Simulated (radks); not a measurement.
# Dipole-allowed lines with 48 electrons: Cd, In⁺, Sn²⁺

Aim: excitation energies and oscillator strengths as poles of the dipole polarisability below minus the highest eigenvalue. Time-dependent linear response with the Hartree and adiabatic LDA kernel follows each ground state; no spin-orbit coupling. Its values go to the run's result record, not to the log.

Method: scalar-relativistic Kohn-Sham, LDA (Slater exchange, VWN5 correlation), spin-polarised, spherical densities, finite nucleus. Code: radks (a radial shooting solver on a logarithmic mesh, Libxc functionals) version 1.

**1. Starting point**

| Quantity | Value |
| --- | --- |
| species | Cd ([Kr] 4d10 5s2), In⁺ ([Kr] 4d10 5s2), Sn²⁺ ([Kr] 4d10 5s2) |

In the logs a row gives level, spin channel, occupation and eigenvalue; Etot, Ekin, Encl (electron-nucleus), Eh (Hartree) and Exc are energies, all in hartree; err is the last residual, it the number of iterations.

**2. Cd, [Kr] 4d10 5s2**

Input:

```text
Z 48
configuration [Kr] 4d10 5s2 5p0 6s0 4f0 5d0
relativity scalar-relativistic
functional lda,vwn5
spin polarised
nucleus finite rms 4.6087 fm
c 137.035999084
response adiabatic LDA kernel, real frequencies
```

Run with:

```console
$ python run_ks.py task.json out
```

This one command runs every case of the session in turn.

The program printed:

```text
1s      1   1.0000        -973.56228267
2s      1   1.0000        -144.57227742
2p      1   3.0000        -129.81257967
3s      1   1.0000         -26.92690278
3p      1   3.0000         -22.08410518
3d      1   5.0000         -14.47932575
4s      1   1.0000          -3.88968195
4p      1   3.0000          -2.46199215
4d      1   5.0000          -0.43743262
5s      1   1.0000          -0.21882735
5p      1   0.0000          -0.04867156
6s      1   0.0000          -0.00058643
4f      1   0.0000           0.00027128
5d      1   0.0000           0.00018454
1s      2   1.0000        -973.56228267
2s      2   1.0000        -144.57227742
2p      2   3.0000        -129.81257967
3s      2   1.0000         -26.92690278
3p      2   3.0000         -22.08410518
3d      2   5.0000         -14.47932575
4s      2   1.0000          -3.88968195
4p      2   3.0000          -2.46199215
4d      2   5.0000          -0.43743262
5s      2   1.0000          -0.21882735
5p      2   0.0000          -0.04867156
6s      2   0.0000          -0.00058643
4f      2   0.0000           0.00027128
5d      2   0.0000           0.00018454
Etot -5589.505459333244
Ekin 5814.443004445458
Encl -13519.211295036024
Eh 2264.4849928969347
Exc -149.222161639613
err 4.1673165690450183e-10
it 15
```

The top filled level is 5s, -5.955 eV. Lines from the response step: 5.341 eV (5s-5p), f = 1.25.

Radial moments (bohr):

```
level  occupation  energy (eV)     <r>  outermost maximum (interpolated)  90 % within  nodes
   3p           6      -600.94  0.3576                             0.317        0.538      1
   3d          10      -394.00  0.3350                             0.265        0.530      0
   4s           2      -105.84  0.8785                             0.794         1.28      3
   4p           6      -66.994  0.9598                             0.844         1.42      2
   4d          10      -11.903   1.292                             0.981         2.07      1
   5s           2       -5.955   2.867                              2.32         4.35      4
   5p           0       -1.324   4.347                              3.27         6.91      3
   6s           0       -0.016   21.40                              10.1         40.7      5
```

Radial density 4πr²ρ:

```
r (bohr)  4πr²ρ (e/bohr)
 0.00122           1.897
 0.00192           4.165
 0.00303           8.798
 0.00478           17.47
 0.00753           31.51
  0.0120           49.24
  0.0189           60.96
  0.0298           57.73
  0.0471           53.86
  0.0743           72.04
   0.117           72.37
   0.185           52.93
   0.292           62.97
   0.460           29.54
   0.726           19.34
    1.15           14.87
    1.82           4.268
    2.87           1.149
    4.53          0.1995
    7.15        0.008839
```

**3. In⁺, [Kr] 4d10 5s2**

Input:

```text
Z 49
configuration [Kr] 4d10 5s2 5p0 6s0 4f0 5d0
relativity scalar-relativistic
functional lda,vwn5
spin polarised
nucleus finite rms 4.6156 fm
c 137.035999084
response adiabatic LDA kernel, real frequencies
```

The program printed:

```text
1s      1   1.0000       -1018.95289948
2s      1   1.0000        -152.83825743
2p      1   3.0000        -137.30131591
3s      1   1.0000         -29.20783450
3p      1   3.0000         -24.11852292
3d      1   5.0000         -16.19057913
4s      1   1.0000          -4.66820549
4p      1   3.0000          -3.14660483
4d      1   5.0000          -0.96516503
5s      1   1.0000          -0.56237633
5p      1   0.0000          -0.31940791
6s      1   0.0000          -0.13182241
4f      1   0.0000          -0.03297985
5d      1   0.0000          -0.09307929
1s      2   1.0000       -1018.95289948
2s      2   1.0000        -152.83825743
2p      2   3.0000        -137.30131591
3s      2   1.0000         -29.20783450
3p      2   3.0000         -24.11852292
3d      2   5.0000         -16.19057913
4s      2   1.0000          -4.66820549
4p      2   3.0000          -3.14660483
4d      2   5.0000          -0.96516503
5s      2   1.0000          -0.56237633
5p      2   0.0000          -0.31940791
6s      2   0.0000          -0.13182241
4f      2   0.0000          -0.03297985
5d      2   0.0000          -0.09307929
Etot -5876.120586652985
Ekin 6122.770261535126
Encl -14199.745093981688
Eh 2354.9496239453874
Exc -154.09537815181108
err 4.6408372204026995e-09
it 13
```

5s is the highest filled level (-15.303 eV). Lines from the response step: 7.958 eV (5s-5p), f = 1.52; 13.056 eV (5s-6p), f = 0.00270.

**4. Sn²⁺, [Kr] 4d10 5s2**

Input:

```text
Z 50
configuration [Kr] 4d10 5s2 5p0 6s0 4f0 5d0
relativity scalar-relativistic
functional lda,vwn5
spin polarised
nucleus finite rms 4.6519 fm
c 137.035999084
response adiabatic LDA kernel, real frequencies
```

The program printed:

```text
1s      1   1.0000       -1065.58737335
2s      1   1.0000        -161.45220179
2p      1   3.0000        -145.09849655
3s      1   1.0000         -31.65957748
3p      1   3.0000         -26.31380963
3d      1   5.0000         -18.05633986
4s      1   1.0000          -5.55827973
4p      1   3.0000          -3.93787634
4d      1   5.0000          -1.59490857
5s      1   1.0000          -0.97501661
5p      1   0.0000          -0.66620020
6s      1   0.0000          -0.32642734
4f      1   0.0000          -0.15487031
5d      1   0.0000          -0.31412233
1s      2   1.0000       -1065.58737335
2s      2   1.0000        -161.45220179
2p      2   3.0000        -145.09849655
3s      2   1.0000         -31.65957748
3p      2   3.0000         -26.31380963
3d      2   5.0000         -18.05633986
4s      2   1.0000          -5.55827973
4p      2   3.0000          -3.93787634
4d      2   5.0000          -1.59490857
5s      2   1.0000          -0.97501661
5p      2   0.0000          -0.66620020
6s      2   0.0000          -0.32642734
4f      2   0.0000          -0.15487031
5d      2   0.0000          -0.31412233
Etot -6170.942333967588
Ekin 6440.930887776455
Encl -14896.641396753539
Eh 2443.703890480064
Exc -158.93571547056644
err 3.107175417588013e-09
it 14
```

5s is the highest filled level (-26.532 eV). Lines from the response step: 10.155 eV (5s-5p), f = 1.56; 19.891 eV (5s-6p), f = 0.00709; 23.018 eV (5s-7p), f = 0.0101; 24.314 eV (5s-8p), f = 0.00885; 25.000 eV (5s-9p), f = 0.00839; 25.673 eV (unassigned), f = 0.0108.

**5. All runs together**

```
species  −ε(HOMO) (eV)  lowest orbital gap (eV)  first line (eV)     f  strongest line (eV)  its f  static α (bohr³)  measured (eV)
     Cd          5.955              5s-5p 4.630            5.341  1.25                5.341   1.25             44.66    5s-5p 5.417
    In⁺         15.303              5s-5p 6.612            7.958  1.52                7.958   1.52             22.76    5s-5p 7.816
   Sn²⁺         26.532              5s-5p 8.403           10.155  1.56               10.155   1.56             14.37              -
```

**Reading.** In Cd the response moves the first line 0.711 eV above the bare orbital gap, and the lines found carry 72 % of the static polarisability. Against the values (averaged over fine structure) of the NIST Handbook of Basic Atomic Spectroscopic Data the first line is off by -0.08 eV in Cd, +0.14 eV in In⁺. Very weak lines can be missed, and lines above minus the highest eigenvalue dissolve into this model's continuum.
